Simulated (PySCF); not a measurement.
# La³⁺: dipole response in def2-QZVPPD with ECP46

Aim: the static polarisability and the C₆ coefficient of La³⁺, method by method.

The numbers are computed with PySCF 2.14.0 (unrestricted determinants in a Gaussian basis, no spin-orbit coupling in the energies), except any that are marked as measured or tabulated.

## 1. Starting point

```
Element     : lanthanum (Z = 57)
Basis       : def2-QZVPPD with the def2 core potential (46 electrons) (7s5p4d3f2g, 81 functions)
Hamiltonian : a scalar-relativistic core potential
State 1     : La³⁺: [Xe], closed-shell 1S
Methods     : UHF, PBE, PBE0, BLYP, HSE06
```

The outer shells:

La3+ [Xe]
```
[Kr] core
4d [↑↓][↑↓][↑↓][↑↓][↑↓]
5s [↑↓]
5p [↑↓][↑↓][↑↓]
```

The runs were made by one driver on top of PySCF. The scripts below sum up each run's settings (the driver also hands on starting orbitals that pick excited configurations, and frozen orbitals as a list rather than a count), and the logs come from the driver's own runs. The driver starts from symmetry-adapted Hartree-Fock orbitals, holds the occupation by maximum overlap and uses a logarithmic radial grid for functionals, so a plain start would take other cycles.

The driver's launch:

```bash
> OMP_NUM_THREADS=1 python atomrun2.py TASK.json OUT
```

The integrals over 81 functions and the set-up took 0.57 s of CPU time.

## 2. La³⁺, method by method

Level: UHF.

File input.py:

```python
from pyscf import gto, scf, dft, mp, cc
import basis_set_exchange as bse
txt = bse.get_basis("def2-QZVPPD", elements=["La"], fmt="nwchem", header=False)
cut = txt.index("\nECP")
mol = gto.M(atom="La 0 0 0", charge=3, spin=0, symmetry="D2h",
            basis=gto.basis.parse(txt[:cut]),
            ecp={"La": gto.basis.parse_ecp(txt[cut:])})
mf = scf.UHF(mol)
mf.irrep_nelec = {'Ag': (1, 1), 'B1u': (1, 1), 'B2u': (1, 1), 'B3u': (1, 1)}
mf.kernel()
```

Output:

```text
damping factor = 0
level_shift factor = 0
DIIS = <class 'pyscf.scf.diis.CDIIS'>
diis_start_cycle = 1
diis_space = 10
diis_damp = 0
SCF conv_tol = 1e-09
SCF conv_tol_grad = None
number electrons alpha = 4  beta = 4
cycle= 1 E= -29.8655811322989  delta_E= -1.64e-12  |g|= 2.18e-07  |ddm|= 3.42e-06
converged SCF energy = -29.8655811322989  <S^2> = -2.4868996e-14  2S+1 = 1
```

It took 2.7 s on 1 thread of Neoverse-N1, shared host, the integrals not counted.

The occupied shells:

```csv
shell,electrons,mean orbital energy (eV),spread (eV),rms radius (bohr)
5s,2,-72.491,0,1.67
5p,6,-50.574,0,1.89
```

⟨S²⟩ = 0.000, ⟨L²⟩ = 0.00.

The driver then solved the coupled dipole response at imaginary frequencies: mean α = 7.627 bohr³, C₆ = 46.27 au for a like pair.

Energies and moments cover only the electrons outside the core potential. The p, d and f levels are scalar averages; spin-orbit coupling splits them strongly at this Z.

Level: PBE.

input.py, as changed from the run before:

```diff
@@ -7,3 +7,3 @@
             ecp={"La": gto.basis.parse_ecp(txt[cut:])})
-mf = scf.UHF(mol)
+mf = dft.UKS(mol, xc="PBE")
 mf.irrep_nelec = {'Ag': (1, 1), 'B1u': (1, 1), 'B2u': (1, 1), 'B3u': (1, 1)}
```

Output:

```text
damping factor = 0
level_shift factor = 0
DIIS = <class 'pyscf.scf.diis.CDIIS'>
diis_start_cycle = 1
diis_space = 10
diis_damp = 0
SCF conv_tol = 1e-09
SCF conv_tol_grad = None
number electrons alpha = 4  beta = 4
XC functionals = PBE
    J. P. Perdew, K. Burke, and M. Ernzerhof.,  Phys. Rev. Lett. 77, 3865 (1996)
    J. P. Perdew, K. Burke, and M. Ernzerhof.,  Phys. Rev. Lett. 78, 1396 (1997)
    J. P. Perdew, K. Burke, and M. Ernzerhof.,  Phys. Rev. Lett. 77, 3865 (1996)
    J. P. Perdew, K. Burke, and M. Ernzerhof.,  Phys. Rev. Lett. 78, 1396 (1997)
cycle= 1 E= -30.1655722936611  delta_E= -0.00202  |g|= 0.00896  |ddm|= 0.365
cycle= 2 E= -30.165613606792  delta_E= -4.13e-05  |g|= 0.00219  |ddm|= 0.032
cycle= 3 E= -30.1656162693759  delta_E= -2.66e-06  |g|= 7.04e-06  |ddm|= 0.00658
cycle= 4 E= -30.1656162694016  delta_E= -2.56e-11  |g|= 2.47e-08  |ddm|= 1.68e-05
converged SCF energy = -30.1656162694016  <S^2> = -2.1316282e-14  2S+1 = 1
```

It took 2.7 s on 1 thread of Neoverse-N1, shared host, the integrals not counted.

The driver then solved the coupled dipole response at imaginary frequencies: mean α = 7.659 bohr³, C₆ = 46.46 au for a like pair.

Level: PBE0.

input.py, as changed from the run before:

```diff
@@ -7,3 +7,3 @@
             ecp={"La": gto.basis.parse_ecp(txt[cut:])})
-mf = dft.UKS(mol, xc="PBE")
+mf = dft.UKS(mol, xc="PBE0")
 mf.irrep_nelec = {'Ag': (1, 1), 'B1u': (1, 1), 'B2u': (1, 1), 'B3u': (1, 1)}
```

Output:

```text
damping factor = 0
level_shift factor = 0
DIIS = <class 'pyscf.scf.diis.CDIIS'>
diis_start_cycle = 1
diis_space = 10
diis_damp = 0
SCF conv_tol = 1e-09
SCF conv_tol_grad = None
number electrons alpha = 4  beta = 4
XC functionals = PBE0
    C. Adamo and V. Barone.,  J. Chem. Phys. 110, 6158 (1999)
    M. Ernzerhof and G. E. Scuseria.,  J. Chem. Phys. 110, 5029 (1999)
cycle= 1 E= -30.1574981274038  delta_E= -0.00113  |g|= 0.00496  |ddm|= 0.244
cycle= 2 E= -30.157510081432  delta_E= -1.2e-05  |g|= 0.000709  |ddm|= 0.0128
cycle= 3 E= -30.1575103444119  delta_E= -2.63e-07  |g|= 1.29e-05  |ddm|= 0.00239
cycle= 4 E= -30.1575103445063  delta_E= -9.44e-11  |g|= 2.4e-07  |ddm|= 2.47e-05
converged SCF energy = -30.1575103445063  <S^2> = -2.1316282e-14  2S+1 = 1
```

It took 4.8 s on 1 thread of Neoverse-N1, shared host, the integrals not counted.

The driver then solved the coupled dipole response at imaginary frequencies: mean α = 7.636 bohr³, C₆ = 46.30 au for a like pair.

Level: BLYP.

input.py, as changed from the run before:

```diff
@@ -7,3 +7,3 @@
             ecp={"La": gto.basis.parse_ecp(txt[cut:])})
-mf = dft.UKS(mol, xc="PBE0")
+mf = dft.UKS(mol, xc="BLYP")
 mf.irrep_nelec = {'Ag': (1, 1), 'B1u': (1, 1), 'B2u': (1, 1), 'B3u': (1, 1)}
```

Output:

```text
damping factor = 0
level_shift factor = 0
DIIS = <class 'pyscf.scf.diis.CDIIS'>
diis_start_cycle = 1
diis_space = 10
diis_damp = 0
SCF conv_tol = 1e-09
SCF conv_tol_grad = None
number electrons alpha = 4  beta = 4
XC functionals = BLYP
    A. D. Becke.,  Phys. Rev. A 38, 3098 (1988)
    C. Lee, W. Yang, and R. G. Parr.,  Phys. Rev. B 37, 785 (1988)
    B. Miehlich, A. Savin, H. Stoll, and H. Preuss.,  Chem. Phys. Lett. 157, 200 (1989)
cycle= 1 E= -30.1330364277521  delta_E= -0.00238  |g|= 0.00871  |ddm|= 0.433
cycle= 2 E= -30.1330750005661  delta_E= -3.86e-05  |g|= 0.00232  |ddm|= 0.0316
cycle= 3 E= -30.1330780263676  delta_E= -3.03e-06  |g|= 1.21e-05  |ddm|= 0.00673
cycle= 4 E= -30.1330780264343  delta_E= -6.67e-11  |g|= 3.7e-08  |ddm|= 3.11e-05
converged SCF energy = -30.1330780264343  <S^2> = -2.1316282e-14  2S+1 = 1
```

It took 2.8 s on 1 thread of Neoverse-N1, shared host, the integrals not counted.

The driver then solved the coupled dipole response at imaginary frequencies: mean α = 7.659 bohr³, C₆ = 46.44 au for a like pair.

Level: HSE06.

input.py, as changed from the run before:

```diff
@@ -7,3 +7,3 @@
             ecp={"La": gto.basis.parse_ecp(txt[cut:])})
-mf = dft.UKS(mol, xc="BLYP")
+mf = dft.UKS(mol, xc="HSE06")
 mf.irrep_nelec = {'Ag': (1, 1), 'B1u': (1, 1), 'B2u': (1, 1), 'B3u': (1, 1)}
```

Output:

```text
damping factor = 0
level_shift factor = 0
DIIS = <class 'pyscf.scf.diis.CDIIS'>
diis_start_cycle = 1
diis_space = 10
diis_damp = 0
SCF conv_tol = 1e-09
SCF conv_tol_grad = None
number electrons alpha = 4  beta = 4
XC functionals = HSE06
    J. Heyd, G. E. Scuseria, and M. Ernzerhof.,  J. Chem. Phys. 118, 8207 (2003)
    J. Heyd, G. E. Scuseria, and M. Ernzerhof.,  J. Chem. Phys. 124, 219906 (2006)
    A. V. Krukau, O. A. Vydrov, A. F. Izmaylov, and G. E. Scuseria.,  J. Chem. Phys. 125, 224106 (2006)
cycle= 1 E= -30.1563587548716  delta_E= -0.00114  |g|= 0.00547  |ddm|= 0.251
cycle= 2 E= -30.1563739250106  delta_E= -1.52e-05  |g|= 0.000929  |ddm|= 0.0155
cycle= 3 E= -30.156374391304  delta_E= -4.66e-07  |g|= 9.78e-06  |ddm|= 0.00294
cycle= 4 E= -30.1563743913536  delta_E= -4.96e-11  |g|= 1.03e-07  |ddm|= 1.57e-05
converged SCF energy = -30.1563743913536  <S^2> = -2.3092639e-14  2S+1 = 1
```

Time after the integrals: 5.7 s (1 thread of Neoverse-N1, shared host).

The driver then solved the coupled dipole response at imaginary frequencies: mean α = 7.637 bohr³, C₆ = 46.30 au for a like pair.

Radial density 4πr²ρ of La³⁺ at UHF, the electrons outside the core potential:

```
r (bohr)   density
  0.0527  1.69e-05
  0.0887  4.34e-05
   0.149  0.000113
   0.251  0.000531
   0.422   0.00792
   0.710     0.305
    1.19      4.76
    2.01      4.33
    3.38     0.219
    5.68  0.000271
```

## 3. The response side by side

La³⁺, in atomic units:

```
method  mean α  C₆ (like pair)  S(−4)
   UHF   7.627           46.27  7.030
   PBE   7.659           46.46  7.148
  PBE0   7.636           46.30  7.075
  BLYP   7.659           46.44  7.166
 HSE06   7.637           46.30  7.076
```

α(iu) at HSE06:

| u (hartree) | α(iu) (bohr³) |
| --- | --- |
| 0 | 7.637 |
| 0.0500 | 7.619 |
| 0.100 | 7.567 |
| 0.200 | 7.365 |
| 0.300 | 7.051 |
| 0.500 | 6.212 |
| 0.750 | 5.054 |
| 1.00 | 4.021 |
| 1.50 | 2.559 |
| 2.00 | 1.707 |
| 3.00 | 0.8805 |
| 5.00 | 0.3475 |

## 4. Results

| quantity | value |
| --- | --- |
| α of La³⁺ | 7.627 (UHF) to 7.659 (PBE) bohr³ |

A single London oscillator with the computed α and C₆ of La³⁺ at UHF would have ω = 4 C₆ / (3 α²) = 1.06 hartree. The basis is finite, and no extrapolation was made.
